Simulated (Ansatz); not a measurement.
# AlFH₃Sb: single points off equilibrium

An exercise on one series of results from a longer session: the logs are not shown, and one member is left open.

Computed with Ansatz 0.2.0, Gaussian basis. Level: single points in def2-TZVPP.

Cores are frozen in the correlated methods. Filled d shells of the heavier atoms are correlated. Core potentials replace the inner electrons past krypton, and spin-orbit coupling is left out.

### Where the work starts

6 atoms, charge 0, spin multiplicity 1.

Atoms are counted from 1 here; the program's logs count them from 0.

Bond lengths: F1–Al2 1.644 Å, Al2–Sb3 2.592 Å, Al2–H4 1.522 Å, Sb3–H5 1.751 Å, Sb3–H6 1.737 Å. Angles: F1–Al2–Sb3 119.7°, F1–Al2–H4 111.5°, Sb3–Al2–H4 128.4°, Al2–Sb3–H5 85.9°, Al2–Sb3–H6 76.8°, H5–Sb3–H6 89.0°.

As a file:

| atom | x (Å) | y (Å) | z (Å) |
| --- | --- | --- | --- |
| F1 | -1.1484 | -1.5075 | 1.3750 |
| Al2 | -0.2701 | -0.9687 | 0.0944 |
| Sb3 | 1.2663 | 1.1011 | 0.3703 |
| H4 | -0.6368 | -1.7094 | -1.1833 |
| H5 | 1.0105 | 1.3626 | -1.3419 |
| H6 | -0.3193 | 1.7424 | 0.6743 |

The first run:

Contents of run/in.yaml:

```yaml
crystal:
  periodic: [false, false, false]
  atoms:
    - {symbol: F, position_ang: [-1.148400, -1.507500, 1.375000]}
    - {symbol: Al, position_ang: [-0.270100, -0.968700, 0.094400]}
    - {symbol: Sb, position_ang: [1.266300, 1.101100, 0.370300]}
    - {symbol: H, position_ang: [-0.636800, -1.709400, -1.183300]}
    - {symbol: H, position_ang: [1.010500, 1.362600, -1.341900]}
    - {symbol: H, position_ang: [-0.319300, 1.742400, 0.674300]}
basis:
  gaussian: {orbitals: def2-TZVPP}
correlation: {method: ccsd_t}
output: {forces: true}
```

No record of the launch command was kept for these runs.

Among the steps run: CCSD(T)/def2-TZVPP; PBE0-D4/def2-TZVPP; wB97M-V/def2-TZVPP; r2SCAN-D4/def2-TZVPP; PBE-D4/def2-TZVPP; revPBE-D4/def2-TZVPP; BLYP-D4/def2-TZVPP.

One table of the session follows, with a row left open; its other results are not shown here.

| method | RMS force component (eV/Å) | angle to CCSD(T) forces (°) | dipole (D) |
| --- | --- | --- | --- |
| CCSD(T) | 0.332 | reference | 1.63 |
| PBE0-D4 | 0.308 | 10.7 | 1.71 |
| wB97M-V | 0.321 | 10.4 | 1.63 |
| r2SCAN-D4 | 0.301 | 11.5 | 1.62 |
| PBE-D4 | ? | ? | ? |
| revPBE-D4 | 0.390 | 44.2 | 1.65 |
| BLYP-D4 | 0.353 | 46.3 | 1.70 |

Q: Estimate the row for PBE-D4 from the others.

As computed: RMS force component (eV/Å): 0.354; angle to CCSD(T) forces (°): 38.8; dipole (D): 1.67. In the column «RMS force component (eV/Å)» it lies between BLYP-D4 (0.353) and revPBE-D4 (0.390).
